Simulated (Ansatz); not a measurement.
# Li (bcc type): how the settings move a single-point run

How sensitive is a single-point run of Li (bcc type) to its settings? A reference run comes first, then one run with altered input.

Program: Ansatz 0.2.0. Level of theory: reference: DFT, PBEsol, PAW with Ansatz's default frozen-core files, scalar-relativistic. These are calculated values, not measurements.

## 1. The structure to begin with

The structure is cubic, space group Im-3m (No. 229). The conventional cell has a = 3.338 Å, b = 3.338 Å, c = 3.338 Å, α = 90.00°, β = 90.00°, γ = 90.00°. Around Li (site symmetry m-3m) lie 8 Li at 2.89 Å.

Coordinates:

```cif
data_structure
_symmetry_space_group_name_H-M 'Im-3m'
_symmetry_Int_Tables_number 229
_cell_length_a 3.3378
_cell_length_b 3.3378
_cell_length_c 3.3378
_cell_angle_alpha 90.000
_cell_angle_beta 90.000
_cell_angle_gamma 90.000
_cell_volume 37.19
loop_
_atom_site_label
_atom_site_type_symbol
_atom_site_symmetry_multiplicity
_atom_site_Wyckoff_symbol
_atom_site_fract_x
_atom_site_fract_y
_atom_site_fract_z
_atom_site_occupancy
Li1 Li 2 a 0.00000 0.00000 0.00000 1
```

## 2. The reference run

Input file input.yaml:

```yaml
crystal:
  lattice:
    - [-1.6688912905, 1.6688912905, 1.6688912905]
    - [1.6688912905, -1.6688912905, 1.6688912905]
    - [1.6688912905, 1.6688912905, -1.6688912905]
  atoms:
    - { symbol: Li, position: [0.0, 0.0, 0.0] }
kpoints:
  mp_grid: { grid: [16, 16, 16] }
scf:
  occupations: { method: fermi_dirac, width: 0.08 }
hamiltonian:
  xc: pbesol
  pseudopotentials: { kind: paw }
output:
  forces: true
  stress: true
  eigenvalues: true
  populations: true
  write_density: true
  write_potential: true
  elf: true
  volumetric_format: npy
```

Run with:

```console
ansatz run input.yaml --threads 1 --pin off --max-ram 2048MiB --backend cpu --events-out ev --progress --plain --runs-dir out
```

## 3. Changing settings: occupations.method tetrahedron_uncorrected, width left out

input.yaml, as its differences from that of step 2:

```diff
@@ -10,3 +10,3 @@
 scf:
-  occupations: { method: fermi_dirac, width: 0.08 }
+  occupations: { method: tetrahedron_uncorrected }
 hamiltonian:
```

**Question.** What will these runs give? Wanted: for each run, ending; energy change; pressure; gap; force.

The runs gave:

```csv
run,ending,energy change,pressure (GPa),gap (eV),force (eV/Å),cycles,time
reference,converged,0,1.4,0.00,0.00,6,2.4 s
"1: occupations.method tetrahedron_uncorrected, width left out",converged,+22.7 meV/atom (σ→0),1.4,0.00,0.00,6,2.2 s
```

Residual by cycle in the longest SCF loop of each run; runs are numbered as in the table. The quantity is the density residual dr2, in eV.

```csv
cycle,reference,run 1
1,1.4e-4,1.5e-4
2,2.1e-5,2.1e-5
3,2.3e-8,2.6e-8
4,2.0e-10,2.3e-10
5,2.0e-12,9.6e-13
6,7.4e-15,2.1e-15
```

What this shows: Changing the smearing moves the energy by +22.7 meV/atom (σ→0 values).
